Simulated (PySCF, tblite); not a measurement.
# C₈H₁₄O₂: geometry, infrared bands and NMR shifts

What infrared bands and NMR shifts should C₈H₁₄O₂ (`CC[C@]1(C(=O)O)C[C@H](C)C1`) show?

Computed with tblite 0.8.0 and PySCF 2.14.0, with density-fitted response routines of our own, on a single molecule in the gas phase. Atoms are numbered from 0 throughout.

## 1. The molecule as given

24 atoms, charge 0, multiplicity 1; geometry from: force field or distance geometry start.

Bonds of the start (Å): C0–C1 1.50, C1–C2 1.49, C2–C3 1.51, C3–O4 1.24, C3–O5 1.40, C2–C6 1.47, C6–C7 1.53, C7–C8 1.51, C7–C9 1.51, C9–C2 1.51, C0–H10 1.12, C0–H11 1.10, C0–H12 1.09, C1–H13 1.13, C1–H14 1.11, O5–H15 0.99, C6–H16 1.13, C6–H17 1.09, C7–H18 1.10, C8–H19 1.12, C8–H20 1.08, C8–H21 1.12, C9–H22 1.12, C9–H23 1.09.

## 2. Relaxing the molecule with GFN2-xTB

Job settings and geometry (Å):

```
{"job": {"kind": "relax", "xc": "GFN2-xTB", "basis": "xTB"}, "charge": 0, "multiplicity": 1}
C     -2.552700    -0.540200     0.281600
C     -1.281500    -0.023300     0.881200
C     -0.327200     0.255400    -0.230400
C     -0.852400     1.289600    -1.197700
O     -1.041000     1.045400    -2.403400
O     -1.122300     2.544900    -0.629000
C      0.293600    -0.960100    -0.789000
C      1.669700    -0.284200    -0.735300
C      2.745500    -1.068500    -0.017500
C      1.048800     0.723300     0.196900
H     -2.992500    -1.376000     0.891300
H     -3.292400     0.279000     0.276200
H     -2.430600    -0.956900    -0.717400
H     -0.856800    -0.781700     1.603700
H     -1.475900     0.915000     1.444800
H     -1.466800     3.311400    -1.148300
H      0.283300    -1.827400    -0.060800
H     -0.029200    -1.330200    -1.759000
H      1.972500     0.086500    -1.728500
H      3.582700    -0.333000     0.136400
H      3.103600    -1.931800    -0.567500
H      2.392700    -1.297700     1.017300
H      1.306000     1.765100    -0.134900
H      1.311000     0.515200     1.230400
```

Started as:

```bash
$ OMP_NUM_THREADS=1 python probes_run.py task.json out
```

One launch serves the whole session: the jobs run in the order shown.

**Question.** This job is followed by: GFN2-xTB harmonic vibrations, gas phase; GIAO PBE0/pcSseg-1 NMR shielding, non-relativistic, gas phase. What will the session give for the following? strongest single infrared mode (GFN2-xTB); zero-point energy (GFN2-xTB); 13C shifts against TMS (PBE0/pcSseg-1, means over atoms taken as alike); 1H shifts against TMS (PBE0/pcSseg-1, means over atoms taken as alike); 17O shifts against H2O (PBE0/pcSseg-1).

The runs gave:

```
                                                               quantity                                          value
                              strongest single infrared mode (GFN2-xTB)                          1786 cm⁻¹, 431 km/mol
                                           zero-point energy (GFN2-xTB)                                 129.7 kcal/mol
13C shifts against TMS (PBE0/pcSseg-1, means over atoms taken as alike)  183.1, 44.1, 39.0, 38.5, 25.7, 24.5, 11.3 ppm
 1H shifts against TMS (PBE0/pcSseg-1, means over atoms taken as alike)   5.92, 2.82, 2.19, 1.84, 1.39, 1.10, 0.80 ppm
                                 17O shifts against H2O (PBE0/pcSseg-1)                               448.5, 199.5 ppm
```

The optimisation took 100 steps and gained 1.005 eV; among the close pairs (by a distance rule), C2–C6 changed most, from 1.475 to 1.539 Å. All 66 modes are real, so the xTB geometry is a minimum. The strongest single mode, at 1786 cm⁻¹, moves mainly C3 and O4. Unscaled tight-binding wavenumbers are off by several per cent, some by more. Its intensities can rank the bands wrongly. The most deshielded carbon is C3 (carboxylic acid carbon), at 183.1 ppm: it is a carbonyl in resonance with an O or N lone pair, the region of acids, esters and amides. At PBE0/pcSseg-1: The largest span, 649 ppm, is at O4, where the paramagnetic term is -516 ppm.
